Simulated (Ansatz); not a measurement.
# C6H10O2: vertical ionisation energy

An exercise on one series of results from a longer session: the logs are not shown, and one member is left open.

Method: unrestricted cation, the program's frozen cores in correlated methods; program: Ansatz 0.2.0, Gaussian basis.

The runs, in order: UKS PBE-D4/def2-TZVPP; UKS r2SCAN-D4/def2-TZVPP; UKS PBE0-D4/def2-TZVPP; UKS B3LYP-D4/def2-TZVPP; UKS wB97X-V/def2-TZVPP; UKS wB97M-V/def2-TZVPP; UKS B2PLYP/def2-TZVPP; UHF-CCSD(T)/def2-TZVPP; UHF-MP2/def2-QZVPP; extrapolation to the limit; then −ε(HOMO) from the neutral's earlier runs with LDA (SPW92), PBE-D4, revPBE-D4, BLYP-D4, r2SCAN-D4, B97M-V, PBE0-D4, B3LYP-D4, r2SCANh-D4, r2SCAN0-D4, HSE06-D4, BHLYP-D4, CAM-B3LYP-D4, LC-ωPBE, ωB97X-V, ωB97M-V.

## The geometry

The geometry comes from an earlier relaxation with PBE0-D4 in a triple-zeta def2 set; it is a stationary point, not always the lowest conformer.

SMILES `CCC(=O)CC(C)=O`, 18 atoms, charge 0, spin multiplicity 1.

Atoms are counted from 1 here; the program's logs count them from 0.

Bond lengths: C1–C2 1.513 Å, C1–H9 1.091 Å, C1–H10 1.091 Å, C1–H11 1.091 Å, C2–C3 1.503 Å, C2–H12 1.098 Å, C2–H13 1.097 Å, C3–O4 1.205 Å, C3–C5 1.523 Å, C5–C6 1.523 Å, C5–H14 1.090 Å, C5–H15 1.090 Å, C6–C7 1.498 Å, C6–O8 1.205 Å, C7–H16 1.094 Å, C7–H17 1.094 Å, C7–H18 1.088 Å. Angles: C2–C1–H9 110.9°, C2–C1–H10 110.7°, C2–C1–H11 111.0°, H9–C1–H10 108.3°, H9–C1–H11 107.3°, H10–C1–H11 108.5°, C1–C2–C3 114.0°, C1–C2–H12 111.5°, C1–C2–H13 112.3°, C3–C2–H12 106.8°, C3–C2–H13 107.0°, H12–C2–H13 104.7°, C2–C3–O4 123.5°, C2–C3–C5 115.7°, O4–C3–C5 120.8°, C3–C5–C6 107.0°, C3–C5–H14 108.2°, C3–C5–H15 111.0° and more.

The first run:

Input file in.yaml:

```yaml
crystal:
  periodic: [false, false, false]
  atoms:
    - {symbol: C, position_ang: [-1.977314, 1.956538, 0.217033]}
    - {symbol: C, position_ang: [-1.048176, 0.964246, 0.880297]}
    - {symbol: C, position_ang: [-0.738940, -0.240543, 0.037021]}
    - {symbol: O, position_ang: [-1.255717, -0.455369, -1.030371]}
    - {symbol: C, position_ang: [0.332176, -1.173202, 0.586327]}
    - {symbol: C, position_ang: [1.662022, -0.719735, -0.000989]}
    - {symbol: C, position_ang: [2.031287, -1.318669, -1.323452]}
    - {symbol: O, position_ang: [2.334659, 0.104751, 0.564158]}
    - {symbol: H, position_ang: [-1.540330, 2.343630, -0.704828]}
    - {symbol: H, position_ang: [-2.179094, 2.798674, 0.881036]}
    - {symbol: H, position_ang: [-2.926432, 1.487676, -0.046177]}
    - {symbol: H, position_ang: [-1.464768, 0.591025, 1.825026]}
    - {symbol: H, position_ang: [-0.087377, 1.414986, 1.159483]}
    - {symbol: H, position_ang: [0.093616, -2.189424, 0.271779]}
    - {symbol: H, position_ang: [0.395572, -1.100051, 1.671832]}
    - {symbol: H, position_ang: [2.245407, -2.383573, -1.190240]}
    - {symbol: H, position_ang: [1.181501, -1.251572, -2.008686]}
    - {symbol: H, position_ang: [2.904408, -0.818084, -1.737350]}
basis:
  gaussian: {orbitals: def2-TZVPP}
total_charge: 1
magnetization: {spin_polarized: true, initial_magnetization: 1}
hamiltonian: {xc: pbe, dispersion: d4}
```

Started as:

```
> ansatz run in.yaml --threads 2 --pin off --events-out ev --progress --plain --max-ram 32768MiB --backend cuda --devices 0, --max-vram 18GiB
```

Among the steps run: Cation, UKS PBE-D4/def2-TZVPP; Cation, UKS r2SCAN-D4/def2-TZVPP; Cation, UKS PBE0-D4/def2-TZVPP; Cation, UKS B3LYP-D4/def2-TZVPP; Cation, UKS wB97X-V/def2-TZVPP; Cation, UKS wB97M-V/def2-TZVPP; Cation, UKS B2PLYP (frozen core)/def2-TZVPP; Cation, UHF-CCSD(T)/def2-TZVPP; Cation, UHF-MP2/def2-QZVPP.

One table of the session follows, with a row left open; its other results are not shown here.

It belongs to the step «Ionisation energies side by side». Orbital estimates, from the neutral's runs:

```
  functional  −ε(HOMO) (eV)
 LDA (SPW92)           5.98
      PBE-D4           5.79
   revPBE-D4           5.71
     BLYP-D4           5.71
   r2SCAN-D4           6.08
      B97M-V              ?
     PBE0-D4           7.34
    B3LYP-D4           7.12
  r2SCANh-D4           6.67
  r2SCAN0-D4           7.55
    HSE06-D4           6.94
    BHLYP-D4           8.87
CAM-B3LYP-D4           8.81
     LC-ωPBE          10.09
     ωB97X-V           9.78
     ωB97M-V           9.73
```

**Question.** Estimate the row for B97M-V.

As computed: −ε(HOMO) (eV): 6.25. In the column «−ε(HOMO) (eV)» it lies between r2SCAN-D4 (6.08) and r2SCANh-D4 (6.67).
